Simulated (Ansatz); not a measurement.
# F3H4NSi2: a ladder of functionals and wavefunction methods

One table from this session's results is given with a row withheld; the runs are named, their logs left out.

Method: functionals in def2-TZVPP, the program's frozen cores in correlated methods; program: Ansatz 0.2.0, Gaussian basis.

Levels to be run: LDA (SPW92), PBE-D4, revPBE-D4, BLYP-D4, r2SCAN-D4, B97M-V, PBE0-D4, B3LYP-D4, r2SCANh-D4, r2SCAN0-D4, HSE06-D4, BHLYP-D4, CAM-B3LYP-D4, LC-ωPBE, ωB97X-V, ωB97M-V, B2PLYP, PBE-QIDH; CCSD(T)/def2-SVP; CCSD(T)/def2-TZVPP; MP2/def2-QZVPP; extrapolation to the limit; RPA on PBE.

### Structure used throughout

All runs share one geometry, relaxed beforehand with PBE0-D4 in a triple-zeta def2 set.

SMILES `F[SiH2]N[SiH](F)F`, 10 atoms, charge 0, spin multiplicity 1.

Atoms are counted from 1 here; the program's logs count them from 0.

Bond lengths: F1–Si2 1.597 Å, Si2–N3 1.716 Å, Si2–H7 1.477 Å, Si2–H8 1.478 Å, N3–Si4 1.699 Å, N3–H9 1.013 Å, Si4–F5 1.585 Å, Si4–F6 1.586 Å, Si4–H10 1.468 Å. Angles: F1–Si2–N3 111.7°, F1–Si2–H7 107.4°, F1–Si2–H8 106.4°, N3–Si2–H7 108.1°, N3–Si2–H8 109.4°, H7–Si2–H8 113.9°, Si2–N3–Si4 128.3°, Si2–N3–H9 115.6°, Si4–N3–H9 116.0°, N3–Si4–F5 110.8°, N3–Si4–F6 110.9°, N3–Si4–H10 110.4°, F5–Si4–F6 104.7°, F5–Si4–H10 110.2°, F6–Si4–H10 109.7°.

The first run:

in.yaml reads:

```yaml
crystal:
  periodic: [false, false, false]
  atoms:
    - {symbol: F, position_ang: [-0.694499, -2.455827, 0.573327]}
    - {symbol: Si, position_ang: [-1.044808, -1.130451, -0.246131]}
    - {symbol: N, position_ang: [0.342940, -0.152121, -0.493062]}
    - {symbol: Si, position_ang: [0.866471, 1.183649, 0.417683]}
    - {symbol: F, position_ang: [2.346410, 0.963556, 0.940827]}
    - {symbol: F, position_ang: [0.947083, 2.485574, -0.483767]}
    - {symbol: H, position_ang: [-2.014327, -0.357690, 0.557236]}
    - {symbol: H, position_ang: [-1.570718, -1.575836, -1.553281]}
    - {symbol: H, position_ang: [0.945489, -0.432312, -1.257360]}
    - {symbol: H, position_ang: [-0.040939, 1.420259, 1.547427]}
basis:
  gaussian: {orbitals: def2-TZVPP}
hamiltonian: {xc: lda}
output: {orbitals: {seedname: orbitals}}
```

Command:

```console
> ansatz run in.yaml --threads 4 --pin off --events-out ev --progress --plain --max-ram 10444MiB
```

Among the steps run: LDA; PBE-D4 (GGA); revPBE-D4 (GGA); BLYP-D4 (GGA); r2SCAN-D4 (meta-GGA); B97M-V (meta-GGA); PBE0-D4 (hybrid); B3LYP-D4 (hybrid); r2SCANh-D4 (hybrid); r2SCAN0-D4 (hybrid); HSE06-D4 (hybrid); BHLYP-D4 (hybrid); CAM-B3LYP-D4 (range-separated); LC-ωPBE (range-separated); ωB97X-V (range-separated); ωB97M-V (range-separated); B2PLYP (double hybrid); PBE-QIDH (double hybrid).

One of the session's tables, all rows but one given; the rest of the session is left out.

It belongs to the step «Orbital energies across the functionals». 

| functional | HOMO (eV) | LUMO (eV) | gap (eV) |
| --- | --- | --- | --- |
| LDA (SPW92) | -7.79 | -0.80 | 6.99 |
| PBE-D4 | -7.58 | -0.56 | 7.02 |
| revPBE-D4 | -7.50 | -0.46 | 7.04 |
| BLYP-D4 | -7.43 | -0.48 | 6.94 |
| r2SCAN-D4 | -7.91 | -0.10 | 7.81 |
| B97M-V | ? | ? | ? |
| PBE0-D4 | -9.07 | 0.28 | 9.35 |
| B3LYP-D4 | -8.79 | 0.02 | 8.81 |
| r2SCANh-D4 | -8.47 | 0.18 | 8.65 |
| r2SCAN0-D4 | -9.31 | 0.58 | 9.89 |
| HSE06-D4 | -8.66 | -0.09 | 8.57 |
| BHLYP-D4 | -10.45 | 1.03 | 11.48 |
| CAM-B3LYP-D4 | -10.51 | 1.18 | 11.69 |
| LC-ωPBE | -11.95 | 2.44 | 14.38 |
| ωB97X-V | -11.55 | 2.26 | 13.80 |
| ωB97M-V | -11.46 | 1.84 | 13.30 |

Estimate the missing values for B97M-V.

**Answer.** HOMO (eV): -8.03; LUMO (eV): -0.41; gap (eV): 7.62. In the column «HOMO (eV)» it lies between r2SCANh-D4 (-8.47) and r2SCAN-D4 (-7.91).
